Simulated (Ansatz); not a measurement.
# PBE/def2-SVP (core potential) run of C3H8Sn (SMILES C=C[CH2][SnH3])

What is the electronic atomisation energy of C3H8Sn at PBE/def2-SVP (core potential)? 

The results are computed with Ansatz 0.2.0.

19 further runs of the same task are left out: 19 set aside as unsound or not needed. Runs told in other sessions of the task aren't counted.

### 1 The structure to begin with

C3H8Sn: 12 atoms, total charge 0, spin state singlet. SMILES: `C=C[CH2][SnH3]`. Geometry: relaxed at PBE0-D4/def2-TZVP. This is one conformer, not always the lowest.

Bond lengths: C1–C2 1.329 Å, C2–C3 1.481 Å, C3–Sn4 2.165 Å, C1–H5 1.086 Å, C1–H6 1.083 Å, C2–H7 1.089 Å, C3–H8 1.092 Å, C3–H9 1.092 Å, Sn4–H10 1.707 Å, Sn4–H11 1.709 Å, Sn4–H12 1.711 Å. Some angles: C1–C2–C3 125.6°, C2–C3–Sn4 110.4°, C1–C2–H7 118.4°, C3–C2–H7 115.9°, C2–C1–H5 121.5°, C2–C1–H6 121.4°, C2–C3–H8 111.9°, C2–C3–H9 111.9°, Sn4–C3–H8 106.6°, Sn4–C3–H9 107.2°.

### 2 The energy at PBE/def2-SVP (core potential)

File in.yaml:

```yaml
crystal:
  periodic: [false, false, false]
  atoms:
    - {symbol: C, position_ang: [-0.307500, 2.071300, -0.123900]}
    - {symbol: C, position_ang: [-0.369900, 0.952500, 0.590800]}
    - {symbol: C, position_ang: [0.654800, -0.116300, 0.612000]}
    - {symbol: Sn, position_ang: [0.003100, -1.811000, -0.566700]}
    - {symbol: H, position_ang: [0.550100, 2.297900, -0.750200]}
    - {symbol: H, position_ang: [-1.111600, 2.796900, -0.106600]}
    - {symbol: H, position_ang: [-1.256100, 0.775000, 1.198400]}
    - {symbol: H, position_ang: [0.834100, -0.489500, 1.622900]}
    - {symbol: H, position_ang: [1.605000, 0.222000, 0.194100]}
    - {symbol: H, position_ang: [-0.082800, -1.335700, -2.204000]}
    - {symbol: H, position_ang: [-1.543300, -2.305600, -0.033900]}
    - {symbol: H, position_ang: [1.100900, -3.112500, -0.399000]}
basis:
  gaussian:
    orbitals: def2-SVP
hamiltonian:
  xc: {name: PBE}
accuracy: high
output: {orbitals: {seedname: orbitals}}
```

On the command line:

```
$ ansatz run in.yaml --threads 1 --pin off --max-ram 2610MiB --events-out events.jsonl --progress --plain --runs-dir runs
```

Log:

```text
Warning: RAYON_NUM_THREADS=1 ignored (pool sized by the plan → 1); use --threads N
Functional definition: PBE
  name "PBE"
  parameter kappa = 0.804
  parameter beta = 0.06672455060314922
  exchange = pbe_x(kappa = kappa, mu = beta*pi^2/3)
  correlation = pbe_c(beta = beta)
2722 factors; integrals over basis functions are off by at most 7.9e-9 eV
mean field evaluation 1: about -9053.4298 eV, gradient 6.2e1 eV
mean field evaluation 2: about -9031.0271 eV, gradient 1.0e2 eV
mean field evaluation 4: about -9063.9398 eV, gradient 8.6e0 eV
mean field evaluation 8: about -9064.1278 eV, gradient 3.5e-1 eV
mean field evaluation 16: about -9064.1283 eV, gradient 2.5e-5 eV
mean field -9064.12831704 eV, -333.1005717644 hartree, gradient 6.9e-8 eV, S^2 0.000000; 0 other end points of the search recorded, 0 dependent functions left out
reference -9064.12832140 eV, -333.1005719245 hartree; 24, 24 occupied and 84, 84 virtual orbitals, 2722 factors
Total energy: -9064.12832140 eV, -333.1005719245 hartree
```

Run time: 13 s. Hardware: 1 thread of Arm Neoverse V1, shared host; peak memory 0.35 GiB.

### 3 The C atom

File job.yaml:

```yaml
crystal:
  periodic: [false, false, false]
  atoms:
    - {symbol: C, position_ang: [0.000000, 0.000000, 0.000000]}
basis:
  gaussian:
    orbitals: def2-SVP
magnetization:
  spin_polarized: true
  initial_magnetization: 2
hamiltonian:
  xc: {name: PBE}
accuracy: high
```

Run the same way, it converges to -37.75124 Eh (log not shown).

### 4 The H atom, same level

File in.yaml:

```yaml
crystal:
  periodic: [false, false, false]
  atoms:
    - {symbol: H, position_ang: [0.000000, 0.000000, 0.000000]}
basis:
  gaussian: {orbitals: def2-SVP}
magnetization: {spin_polarized: true, initial_magnetization: 1}
hamiltonian: {xc: {name: PBE}}
accuracy: high
```

Run the same way, it converges to -0.49863 Eh (log not shown).

### 5 The Sn atom, same level

File run.yaml:

```yaml
crystal:
  periodic: [false, false, false]
  atoms:
    - {symbol: Sn, position_ang: [0.000000, 0.000000, 0.000000]}
basis:
  gaussian:
    orbitals: def2-SVP
magnetization:
  spin_polarized: true
  initial_magnetization: 2
hamiltonian:
  xc: pbe
accuracy: high
```

Run the same way, it converges to -214.24400 Eh (log not shown).

### 6 Outcome

At PBE/def2-SVP (core potential):

```
                     quantity          value
       molecule: total energy  -333.10057 Eh
        molecule: HOMO energy       -5.76 eV
        molecule: LUMO energy       -0.81 eV
      molecule: HOMO–LUMO gap        4.94 eV
         C atom: total energy   -37.75124 Eh
                 C atom: ⟨S²⟩          2.002
         H atom: total energy    -0.49863 Eh
                 H atom: ⟨S²⟩          0.750
        Sn atom: total energy  -214.24400 Eh
                Sn atom: ⟨S²⟩          2.002
electronic atomisation energy      43.914 eV
```

What this shows: Taking the molecule apart into free atoms costs 43.91 eV (1013 kcal/mol), before zero-point energy and without spin-orbit coupling.
